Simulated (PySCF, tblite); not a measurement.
# C6H11BF2S: geometry, infrared bands and NMR shifts

Wanted: the infrared bands and NMR shifts of C6H11BF2S (`B[C@@H]1[C@@H](C(F)F)[C@]1(C)SC`), by calculation.

Programs: tblite 0.8.0 and PySCF 2.14.0, with density-fitted response routines of our own. Each step states its level of theory. These are calculated values for one molecule in the gas phase, unless marked as measured. Atoms count from 0, in the outputs and in this text.

## Step 1: The molecule as given

21 atoms, charge 0, multiplicity 1; geometry from: force field or distance geometry start.

Bonds of the start (Å): B0–C1 1.59, C1–C2 1.51, C2–C3 1.53, C3–F4 1.40, C3–F5 1.36, C2–C6 1.48, C6–C7 1.51, C6–S8 1.80, S8–C9 1.82, C6–C1 1.50, B0–H10 1.19, B0–H11 1.19, C1–H12 1.12, C2–H13 1.10, C3–H14 1.11, C7–H15 1.11, C7–H16 1.11, C7–H17 1.10, C9–H18 1.10, C9–H19 1.12, C9–H20 1.12.

## Step 2: Optimising the geometry with GFN2-xTB

The job: settings as JSON, then the geometry in Å.

```
{"job": {"kind": "relax", "xc": "GFN2-xTB", "basis": "xTB"}, "charge": 0, "multiplicity": 1}
B     -1.098800    -2.137800     0.561000
C     -0.818500    -0.574900     0.647000
C     -1.274500     0.136100    -0.600700
C     -1.985200     1.450500    -0.267700
F     -3.166200     1.164200     0.427100
F     -2.273000     2.191700    -1.371800
C      0.171300     0.063700    -0.289100
C      0.832400     1.374900     0.062400
S      1.272900    -1.124300    -1.072500
C      2.816300    -1.055300    -0.111600
H     -2.047900    -2.537200     1.167100
H     -0.949700    -2.632100    -0.508200
H     -0.897400    -0.063100     1.637000
H     -1.669400    -0.454700    -1.444200
H     -1.351500     2.057900     0.404400
H      1.925100     1.371300    -0.108700
H      0.413100     2.140400    -0.621300
H      0.680600     1.641400     1.114000
H      3.108400    -2.038600     0.282600
H      2.669200    -0.394200     0.781900
H      3.634000    -0.563000    -0.689000
```

Command:

```console
> OMP_NUM_THREADS=1 python probes_run.py task.json out
```

The driver reads the jobs from task.json and runs them one after another.

**Question.** This job is followed by: GFN2-xTB harmonic vibrations, gas phase; GIAO PBE0/pcSseg-1 NMR shielding, non-relativistic, gas phase. Predict these results of the whole session: strongest single infrared mode (GFN2-xTB); zero-point energy (GFN2-xTB); 13C shifts against TMS (PBE0/pcSseg-1); 1H shifts against TMS (PBE0/pcSseg-1, means over atoms taken as alike); 11B shifts against BF3·OEt2 (PBE0/pcSseg-1); 19F shifts against CFCl3 (PBE0/pcSseg-1); 33S shifts against CS2 (PBE0/pcSseg-1); surface potential, 1st and 99th percentile.

**Answer**, as computed:

| quantity | value |
| --- | --- |
| strongest single infrared mode (GFN2-xTB) | 1019 cm⁻¹, 154 km/mol |
| zero-point energy (GFN2-xTB) | 99.0 kcal/mol |
| 13C shifts against TMS (PBE0/pcSseg-1) | 124.8, 55.0, 49.8, 37.4, 29.3, 26.5 ppm |
| 1H shifts against TMS (PBE0/pcSseg-1, means over atoms taken as alike) | 7.65, 5.75, 2.79, 1.74, 1.72, 1.34 ppm |
| 11B shifts against BF3·OEt2 (PBE0/pcSseg-1) | 88.1 ppm |
| 19F shifts against CFCl3 (PBE0/pcSseg-1) | -126.0, -135.0 ppm |
| 33S shifts against CS2 (PBE0/pcSseg-1) | 54 ppm |
| surface potential, 1st and 99th percentile | -0.91 V and 1.39 V |

The optimisation took 158 steps and gained 1.065 eV; among the close pairs (by a distance rule), B0–C1 changed most, from 1.590 to 1.545 Å. No mode is imaginary among the 57: a minimum at this level. The strongest single mode, at 1019 cm⁻¹, is spread over many atoms; the largest shares are those of C3, F4. GFN2-xTB is a fitted tight-binding method: band positions and strengths are rough. Its intensities can rank the bands wrongly. At PBE0/pcSseg-1: The largest span, 418 ppm, is at S8, where the paramagnetic term is -608 ppm. By nearest atom (PBE0/pcSseg-1), the HOMO sits on S8 76 % and the LUMO on B0 46 %; H10, H11 about 12 % each.
